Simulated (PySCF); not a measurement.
The system is F3C2H3, in a box.

```
F C H
1.0
    12.00000    0.00000    0.00000
     0.00000   12.00000    0.00000
     0.00000    0.00000   12.00000
F C H
3 2 3
Direct
  0.41131 0.45018 0.60093
  0.57523 0.39561 0.44096
  0.59085 0.57390 0.40548
  0.49086 0.52319 0.56332
  0.52095 0.49423 0.44472
  0.56502 0.51684 0.61587
  0.45750 0.60789 0.56627
  0.44831 0.48885 0.38979
```

Base run:

| Quantity | Value |
| --- | --- |
| Program | PySCF 2.14.0 |
| Functional | TPSSh |
| Potentials or basis | cc-pvdz (all-electron) |
| k mesh | 1 × 1 × 1 |
| Occupations | fixed |
| Spin | no spin polarisation |

Its results: gap between the frontier levels 10.10 eV.

**Question.** The run is repeated on the same cell with these changes: functional from TPSSh to TASK. What comes out?

**Answer.** Gap between the frontier levels 10.29 eV.

Caveats: this is a molecule in a periodic box at the Γ point, so its band gap is the HOMO-LUMO gap; the basis of atomic orbitals isn't converged, which shifts pressures, moduli and gaps.

A k mesh can miss the band edges.

Not every run made on this cell is shown here.
